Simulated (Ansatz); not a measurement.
**CH5AlFN: one species, many methods**

The task here is to estimate one member of a computed series from the others.

Program: Ansatz 0.2.0, Gaussian basis. Level of theory: functionals in def2-TZVPP, the program's frozen cores in correlated methods. These are calculated values, not measurements.

Levels to be run: LDA (SPW92), PBE-D4, revPBE-D4, BLYP-D4, r2SCAN-D4, B97M-V, PBE0-D4, B3LYP-D4, r2SCANh-D4, r2SCAN0-D4, HSE06-D4, BHLYP-D4, CAM-B3LYP-D4, LC-ωPBE, ωB97X-V, ωB97M-V, B2PLYP, PBE-QIDH; CCSD(T)/def2-SVP; CCSD(T)/def2-TZVPP; MP2/def2-QZVPP; extrapolation to the limit; RPA on PBE.

## The geometry

The geometry comes from an earlier relaxation with PBE0-D4 in a triple-zeta def2 set; it is a stationary point, not always the lowest conformer.

SMILES `C[NH][AlH][F]`, 9 atoms, charge 0, spin multiplicity 1.

Atoms are counted from 1 here; the program's logs count them from 0.

Bond lengths: C1–N2 1.448 Å, C1–H5 1.096 Å, C1–H6 1.093 Å, C1–H7 1.096 Å, N2–Al3 1.758 Å, N2–H8 1.009 Å, Al3–F4 1.652 Å, Al3–H9 1.571 Å. Angles: N2–C1–H5 112.3°, N2–C1–H6 110.0°, N2–C1–H7 112.3°, H5–C1–H6 107.1°, H5–C1–H7 107.8°, H6–C1–H7 107.1°, C1–N2–Al3 127.2°, C1–N2–H8 112.3°, Al3–N2–H8 120.5°, N2–Al3–F4 117.9°, N2–Al3–H9 122.1°, F4–Al3–H9 120.1°.

As a file:

```xyz
9
charge 0, multiplicity 1
C    -0.4985    0.8345   -0.8361
N    -0.0095   -0.4424   -0.3593
Al    0.6503   -0.8017    1.2302
F     1.1431   -2.3495    1.5293
H    -1.5575    0.7965   -1.1164
H    -0.4014    1.5890   -0.0508
H     0.0647    1.1984   -1.7031
H    -0.0810   -1.1659   -1.0588
H     0.7783    0.2948    2.3478
```

The first run:

The input, in.yaml:

```yaml
crystal:
  periodic: [false, false, false]
  atoms:
    - {symbol: C, position_ang: [-0.498543, 0.834509, -0.836096]}
    - {symbol: N, position_ang: [-0.009535, -0.442439, -0.359317]}
    - {symbol: Al, position_ang: [0.650334, -0.801679, 1.230183]}
    - {symbol: F, position_ang: [1.143074, -2.349533, 1.529317]}
    - {symbol: H, position_ang: [-1.557519, 0.796532, -1.116358]}
    - {symbol: H, position_ang: [-0.401393, 1.588960, -0.050828]}
    - {symbol: H, position_ang: [0.064670, 1.198443, -1.703113]}
    - {symbol: H, position_ang: [-0.081021, -1.165891, -1.058825]}
    - {symbol: H, position_ang: [0.778333, 0.294798, 2.347838]}
basis:
  gaussian: {orbitals: def2-TZVPP}
hamiltonian: {xc: lda}
output: {orbitals: {seedname: orbitals}}
```

Steps of the session up to this table: LDA; PBE-D4 (GGA); revPBE-D4 (GGA); BLYP-D4 (GGA); r2SCAN-D4 (meta-GGA); B97M-V (meta-GGA); PBE0-D4 (hybrid); B3LYP-D4 (hybrid); r2SCANh-D4 (hybrid); r2SCAN0-D4 (hybrid); HSE06-D4 (hybrid); BHLYP-D4 (hybrid); CAM-B3LYP-D4 (range-separated); LC-ωPBE-D4 (range-separated; the results give it without D4); ωB97X-V (range-separated); ωB97M-V (range-separated); B2PLYP (double hybrid); PBE-QIDH (double hybrid).

One of the session's tables, all rows but one given; the rest of the session is left out.

It belongs to the step «Orbital energies across the functionals». 

| functional | HOMO (eV) | gap (eV) |
| --- | --- | --- |
| LDA (SPW92) | -5.87 | 4.69 |
| PBE-D4 | ? | ? |
| revPBE-D4 | -5.66 | 4.80 |
| BLYP-D4 | -5.61 | 4.74 |
| r2SCAN-D4 | -5.97 | 5.39 |
| B97M-V | -6.07 | 5.23 |
| PBE0-D4 | -7.04 | 6.84 |
| B3LYP-D4 | -6.83 | 6.39 |
| r2SCANh-D4 | -6.47 | 6.13 |
| r2SCAN0-D4 | -7.22 | 7.25 |
| HSE06-D4 | -6.64 | 6.07 |
| BHLYP-D4 | -8.30 | 8.80 |
| CAM-B3LYP-D4 | -8.46 | 9.13 |
| LC-ωPBE | -9.85 | 11.63 |
| ωB97X-V | -9.48 | 11.14 |
| ωB97M-V | -9.38 | 10.72 |

**Question.** Estimate the row for PBE-D4.

The run gave: HOMO (eV): -5.72; gap (eV): 4.76. In the column «HOMO (eV)» it lies between LDA (SPW92) (-5.87) and revPBE-D4 (-5.66).
